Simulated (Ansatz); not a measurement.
Run this with the Ansatz DFT code, driven from Python and show what comes out.

The script reads `rbbh4.xyz`:
```text
6
Lattice="0.0 3.45324022 3.45324022 3.45324022 0.0 3.45324022 3.45324022 3.45324022 0.0" Properties=species:S:1:pos:R:3 pbc="T T T"
Rb    0.00000000    0.00000000    0.00000000
B     3.45324022    3.45324022    3.45324022
H     4.16056880    4.16056880    4.16056880
H     4.16056880    2.74591164    2.74591164
H     2.74591164    2.74591164    4.16056880
H     2.74591164    4.16056880    2.74591164
```

Script `rbbh4_vcrelax.py`:
```python
# -*- coding: utf-8 -*-
import warnings

import ansatz as az
from ase import Atoms
from ase.io import write
from ase.neighborlist import neighbor_list
import numpy as np

def edges_and_angles(cell):
    cell = np.asarray(cell)
    a, b, c = np.linalg.norm(cell, axis=1)
    cosines = cell[1] @ cell[2] / (b * c), cell[0] @ cell[2] / (a * c), cell[0] @ cell[1] / (a * b)
    return (a, b, c, *np.degrees(np.arccos(cosines)))

warnings.simplefilter('ignore', az.DeckWarning)

cell = az.Crystal.from_extxyz('rbbh4.xyz')

base = (
    cell.calculation()
    .scf(tolerance=1e-08, lower_state_search='off')
    .kpoints(mesh=(4, 4, 4))
    .occupations('Fixed')
    .pseudopotentials('nc')
    .functional('PBEsol')
    .accuracy('low')
    .relax(force_tolerance=0.01, max_steps=60, density_extrapolation='transplant', cell=True, stress_tolerance=0.01)
)
steps = []


def follow(event):
    if event['event'] != 'relax_step':
        return
    row = event['data']
    steps.append(row)
    print(f'step {row["step"]:3d}  E = {row["lagrangian_ev"]:.5f} eV  largest force component = {row["allowed_force_max_ev_ang"]:.4f} eV/A  P = {row["pressure_gpa"]:.3f} GPa')


outcome = base.session().plan(threads=1).execute(on_event=follow)
report = outcome.report

first, last = steps[0], steps[-1]
symbols = [site.symbol for site in outcome.lattice.sites]
print(f'energy gained {first["lagrangian_ev"] - last["lagrangian_ev"]:.4f} eV in {len(steps) - 1} steps')
for label, vectors in (('before', first['cell_ang']), ('after', outcome.lattice.cell_ang)):
    print(label, 'a b c (A) {:.4f} {:.4f} {:.4f}  angles {:.2f} {:.2f} {:.2f}'.format(*edges_and_angles(vectors)), f' V = {abs(np.linalg.det(vectors)):.3f} A^3')
print('final stress xx yy zz (GPa, compression positive):', np.round(np.diag(report['stress_gpa']), 3) + 0.0)

final = Atoms(symbols, positions=last['positions_ang'], cell=outcome.lattice.cell_ang, pbc=True)
i, j, d = neighbor_list('ijd', final, 4.5)
print('neighbours within 1.15 times the shortest distance of each atom (A)')
for atom in range(len(final)):
    near = [m for m in np.argsort(d) if i[m] == atom]
    shell = [m for m in near if d[m] < 1.15 * d[near[0]]]
    print(f'{symbols[atom]}{atom} ({len(shell)}):', ', '.join(f'{symbols[j[m]]} {d[m]:.3f}' for m in shell))

relaxed = Atoms(symbols, positions=[site.position_ang for site in outcome.lattice.sites], cell=outcome.lattice.cell_ang, pbc=True)
write('relaxed.cif', relaxed, format='cif')

print('relaxed fractional positions')
for site in outcome.lattice.sites:
    print(f'  {site.symbol:2s}', ' '.join(f'{v % 1:8.5f}' for v in np.round(site.position_frac, 5)))

for key in ('converged', 'n_iterations', 'n_electrons', 'n_kpoints', 'n_pw', 'n_symmetry_ops', 'free_energy_ev', 'fermi_energy_ev'):
    print(f'{key:18s} {report[key]}')

print('doubts on the final state:', report['published_state_doubts'] or 'none')
print('warnings:', sorted({n['data']['kind'] for n in outcome.notices if n['data'].get('severity') in ('warning', 'doubt')}) or 'none')
```

```console
$ python rbbh4_vcrelax.py
step   1  E = -880.64664 eV  largest force component = 0.1120 eV/A  P = 0.262 GPa
step   2  E = -880.65202 eV  largest force component = 0.0343 eV/A  P = 0.123 GPa
step   3  E = -880.65247 eV  largest force component = 0.0025 eV/A  P = 0.020 GPa
step   4  E = -880.65247 eV  largest force component = 0.0002 eV/A  P = 0.002 GPa
step   5  E = -880.65227 eV  largest force component = 0.0002 eV/A  P = -0.001 GPa
energy gained 0.0056 eV in 4 steps
before a b c (A) 4.8836 4.8836 4.8836  angles 60.00 60.00 60.00  V = 82.359 A^3
after a b c (A) 4.8466 4.8466 4.8466  angles 60.00 60.00 60.00  V = 80.502 A^3
final stress xx yy zz (GPa, compression positive): [-0.001 -0.001 -0.001]
neighbours within 1.15 times the shortest distance of each atom (A)
Rb0 (12): H 2.896, H 2.896, H 2.896, H 2.896, H 2.896, H 2.896, H 2.896, H 2.896, H 2.896, H 2.896, H 2.896, H 2.896
B1 (4): H 1.234, H 1.234, H 1.234, H 1.234
H2 (1): B 1.234
H3 (1): B 1.234
H4 (1): B 1.234
H5 (1): B 1.234
relaxed fractional positions
  Rb  0.00000  0.00000  0.00000
  B   0.50000  0.50000  0.50000
  H   0.60396  0.60396  0.60396
  H   0.18811  0.60396  0.60396
  H   0.60396  0.60396  0.18811
  H   0.60396  0.18811  0.60396
converged          True
n_iterations       3
n_electrons        16.0
n_kpoints          8
n_pw               5985
n_symmetry_ops     24
free_energy_ev     -880.6522657432112
fermi_energy_ev    -0.7172596633979191
doubts on the final state: none
warnings: none
```

`relaxed.cif`, as written:
```cif
data_image0
_chemical_formula_structural       RbBH4
_chemical_formula_sum              "Rb1 B1 H4"
_cell_length_a       4.846644640791244
_cell_length_b       4.846644640791244
_cell_length_c       4.846644640791244
_cell_angle_alpha    59.99999999999999
_cell_angle_beta     59.99999999999999
_cell_angle_gamma    59.99999999999999

_space_group_name_H-M_alt    "P 1"
_space_group_IT_number       1

loop_
  _space_group_symop_operation_xyz
  'x, y, z'

loop_
  _atom_site_type_symbol
  _atom_site_label
  _atom_site_symmetry_multiplicity
  _atom_site_fract_x
  _atom_site_fract_y
  _atom_site_fract_z
  _atom_site_occupancy
  Rb  Rb1       1.0  2.19286063697401e-19  0.0  3.156018664697804e-20  1.0000
  B   B1        1.0  0.5  0.5  0.5  1.0000
  H   H1        1.0  0.6039641603021402  0.6039641603021402  0.6039641603021402  1.0000
  H   H2        1.0  0.18810751909357948  0.6039641603021402  0.6039641603021402  1.0000
  H   H3        1.0  0.6039641603021402  0.6039641603021402  0.18810751909357948  1.0000
  H   H4        1.0  0.6039641603021402  0.18810751909357948  0.6039641603021402  1.0000
```

Reading the output:
- The settings weren't tested for convergence.
- With fixed filling the reported Fermi level is the top filled level among the k-points of the SCF.
- Only differences from the Fermi energy are physical; the zero of the scale is a convention.
- Energies along a relaxation are free energies. Rows at an unchanged volume are solved on a plane-wave basis chosen afresh for that cell, so the energy jumps there and such rows are no steps of the walk.
- The program warned that this SCF threshold is loose for forces or stresses.
- Edges and angles are those of the cell as typed, here a primitive one, not of the conventional cell.
- The structure comes from a database of computed cells and needn't be a stable or known phase.
- The script silences the warnings on its input, which a real study should read.
- It ran for 6.4 s on 1 thread of Intel(R) Xeon(R) 6975P-C (Granite Rapids) (shared host), peak memory 0.49 GiB.

(Lines on the test bed's own set-up are left out of the output.)
